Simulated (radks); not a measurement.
# The first electron to leave Al⁹⁺

Aim: remove one electron from each of the outer sub-shells of Al⁹⁺ ([He] 2s2) in turn, let the ion relax, and find the cheapest removal. The parent's configuration is the lowest that an earlier search found at this level.

Program: radks (a radial shooting solver on a logarithmic mesh, Libxc functionals) version 1. Level of theory: scalar-relativistic Kohn-Sham, BLYP, spin-polarised, spherical densities, finite nucleus; open shells are filled with parallel spins first. These are calculated values, not measurements, unless marked.

1 further run of the same task is left out (set aside as unsound or not needed).

## (1) The system

- element: aluminium (Z = 13)
- charge: +9
- electrons: 4
- configuration: [He] 2s2
- nuclear rms radius: 3.061 fm

Outer shells as boxes (Hund's rule):

Al⁹⁺
```
[He] core
2s [↑↓]
```

## (2) The parent, Al⁹⁺

The parent was computed earlier with the same settings: E = -192.200019 hartree. Its outer levels (eV):

| level | occupation | energy (eV) |
| --- | --- | --- |
| 1s | 2 | -1880.8 |
| 2s | 2 | -378.61 |

## (3) Remove 2s: [He] 2s1

Input:

```text
Z 13
configuration [He] 2s1
relativity scalar-relativistic
functional b88,lyp
spin polarised
nucleus finite rms 3.061 fm
c 137.035999084
```

## (4) Remove 1s: 1s1 2s2

Changes since step 3:

```diff
@@ -1,3 +1,3 @@
 Z 13
-configuration [He] 2s1
+configuration 1s1 2s2
 relativity scalar-relativistic
```

**Question.** What will these runs give? Wanted: for each run, case; final configuration; Δ-SCF; −ε of the level emptied.

As calculated:

| case | final configuration | Δ-SCF (eV) | −ε of the level emptied (eV) |
| --- | --- | --- | --- |
| remove 2s | [He] 2s1 | 396.33 | 378.61 |
| remove 1s | 1s1 2s2 | 1956.7 | 1880.8 |

**Reading.** Removal from 2s costs least (396.33 eV), ahead of 1s (1956.7 eV). 2s is also the highest occupied level of the parent. NIST lists 398.7 eV (semi-empirical), between the same two configurations. 
